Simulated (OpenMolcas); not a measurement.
**Ir⁵⁺ among point charges: CASSCF and CASPT2 levels and susceptibility**

How does a field of 5 point charges split the states of Ir⁵⁺, and what χT follows?

Method: state-averaged CASSCF and CASPT2, spin-orbit coupling by RASSI with atomic mean-field integrals. Code: OpenMolcas 26.06.

### 1 The atom as given

```
Species                           : Ir⁵⁺ (iridium, Z = 77, 72 electrons)
Basis                             : ANO-RCC-VDZP [7s6p4d2f], 59 functions
Scalar Hamiltonian                : DKH2, point nucleus
Inactive shells                   : 1s 2s 2p 3s 3p 3d 4s 4p 4d 4f 5s 5p
Active space                      : 4 electrons in 5 orbitals (5d)
Some configurations of this space : 5d4
Orbitals                          : optimised for each spin and parity, averaged over all roots
```

The outer shells:

5d4
```
5d [↑ ][↑ ][↑ ][↑ ][  ]
```

The ion sits among 5 point charges of -1 e arranged as a trigonal bipyramid (D3h), 2.11 Å from the ion, with the axial distance 1.857 Å.

The work runs as a chain of OpenMolcas steps in one folder; each step below is one input file. Labels, J, g values, rates, χT and fits are worked out afterwards by a script from the matrices that RASSI stores.

### 2 One- and two-electron integrals

The input, a.inp:

```
&GATEWAY
Coord
1

Ir 0.0 0.0 0.0
Basis=ANO-RCC-VDZP
Group=NoSym
NoMove
AngMom=0.0 0.0 0.0
AMFI
XField
5 Angstrom 0
2.110000 0.000000 0.000000 -1.000000
-1.055000 1.827314 0.000000 -1.000000
-1.055000 -1.827314 0.000000 -1.000000
0.000000 0.000000 1.856800 -1.000000
0.000000 0.000000 -1.856800 -1.000000
&SEWARD
```

Started as:

```console
$ OMP_NUM_THREADS=1 MOLCAS_MEM=1689 MOLCAS_PROJECT=a pymolcas a.inp > a.log
```

### 3 CASSCF: quintets, 5 roots

The input, a.inp:

```
&RASSCF
FileOrb=start.orb
Symmetry=1
Spin=5
nActEl=4 0 0
Inactive=34
Ras2=5
CIRoot=5 5 1
SDav=5
CIMx=300
Iter=120 100
PrWF=0.3
OrbListing=Nothing
MaxOrb=0
>>> COPY $Project.JobIph JOB001
```

start.orb holds the contracted functions of the basis, ordered by shell, or the orbitals of the step before.

### 4 CASSCF: triplets, 45 roots

The input, a.inp:

```
&RASSCF
FileOrb=start.orb
Symmetry=1
Spin=3
nActEl=4 0 0
Inactive=34
Ras2=5
CIRoot=45 45 1
SDav=45
CIMx=300
Iter=120 100
PrWF=0.3
OrbListing=Nothing
MaxOrb=0
>>> COPY $Project.JobIph JOB002
```

### 5 CASSCF: singlets, 50 roots

The input, a.inp:

```
&RASSCF
FileOrb=start.orb
Symmetry=1
Spin=1
nActEl=4 0 0
Inactive=34
Ras2=5
CIRoot=50 50 1
SDav=50
CIMx=300
Iter=120 100
PrWF=0.3
OrbListing=Nothing
MaxOrb=0
>>> COPY $Project.JobIph JOB003
```

### 6 RASSI: spin-orbit coupling between the states

The input, a.inp:

```
&RASSI
NrOfJobIphs=3 5 45 50
1 2 3 4 5
1 2 3 4 5 6 7 8 9 10 11 12 13 14 15 16 17 18 19 20 21 22 23 24 25 26 27
28 29 30 31 32 33 34 35 36 37 38 39 40 41 42 43 44 45
1 2 3 4 5 6 7 8 9 10 11 12 13 14 15 16 17 18 19 20 21 22 23 24 25 26 27
28 29 30 31 32 33 34 35 36 37 38 39 40 41 42 43 44 45 46 47 48 49 50
IphNames
JOB001
JOB002
JOB003
EJob
SpinOrbit
DIPRint=1.0
SOCoupling=1000.0
Subsets=2
Property=9
'ANGMOM' 1 'ANGMOM' 2 'ANGMOM' 3 'MLTPL  1' 1 'MLTPL  1' 2 'MLTPL  1' 3
'AMFI' 1 'AMFI' 2 'AMFI' 3
SOProperty=3
'ANGMOM' 1 'ANGMOM' 2 'ANGMOM' 3
```

### 7 CASPT2: IPEA 0.25, imaginary shift 0.1 (closed shells correlated: 4f 5s 5p)

The input, a.inp:

```
>>> COPY JOB001 $Project.JobIph
&CASPT2
Multistate=5 1 2 3 4 5
NoMult
Frozen=23
IPEA=0.25
Imaginary=0.1
MaxIter=60
WThr=0.0 0.3 0.05
PrWF=0.5
NoMix
>>> COPY JOB002 $Project.JobIph
&CASPT2
Multistate=45 1 2 3 4 5 6 7 8 9 10 11 12 13 14 15 16 17 18 19 20 21 22
23 24 25 26 27 28 29 30 31 32 33 34 35 36 37 38 39 40 41 42 43 44 45
NoMult
Frozen=23
IPEA=0.25
Imaginary=0.1
MaxIter=60
WThr=0.0 0.3 0.05
PrWF=0.5
NoMix
>>> COPY JOB003 $Project.JobIph
&CASPT2
Multistate=50 1 2 3 4 5 6 7 8 9 10 11 12 13 14 15 16 17 18 19 20 21 22
23 24 25 26 27 28 29 30 31 32 33 34 35 36 37 38 39 40 41 42 43 44 45 46
47 48 49 50
NoMult
Frozen=23
IPEA=0.25
Imaginary=0.1
MaxIter=60
WThr=0.0 0.3 0.05
PrWF=0.5
NoMix
```

(Steps that only read results are left out.)

Before running it: what results should come out? Wanted: spin-free ground state; first state of the same spin within the active space; lowest level; next level.

**Answer**, as computed:

| quantity | value |
| --- | --- |
| method | SS-CASPT2, IPEA 0.25, imaginary shift 0.1 (closed shells correlated: 4f 5s 5p) |
| spin-free ground state | 5A1, 1-fold in its orbital part |
| first state of the same spin within the active space | 5E at 5620 cm⁻¹ |
| lowest level | 1-fold A1 |
| next level | 4652.3 cm⁻¹ |
| χT at 300 K | 0.06 cm³ K/mol |
| effective moment at 300 K | 0.67 μB |

Cost by method:

```tsv
method	time of its own steps	time with the reference
A. CASSCF	23 s	23 s
B. SS-CASPT2, IPEA 0.25, imaginary shift 0.1, +4f 5s 5p	20 s	43 s
```

Times are of one thread on a shared host.

What this shows: The spin-free ground state (5A1) comes to 100 % from free-ion D terms and keeps the highest spin of the shell. χT at 300 K is 0.06, against 3.01 cm³ K/mol for the spin alone, so spin-orbit coupling lowers it. An active space of the d shell alone favours high spin; real ions in strong fields can be low spin. CASPT2 does not keep the components of a term degenerate, and the means are used. The field of point charges can differ much from that of real complexes. With metal d orbitals alone active, the gaps between spin states are rough; where two lie within a few thousand cm-1, their order is open. This is an electrostatic model: the charges have no orbitals.
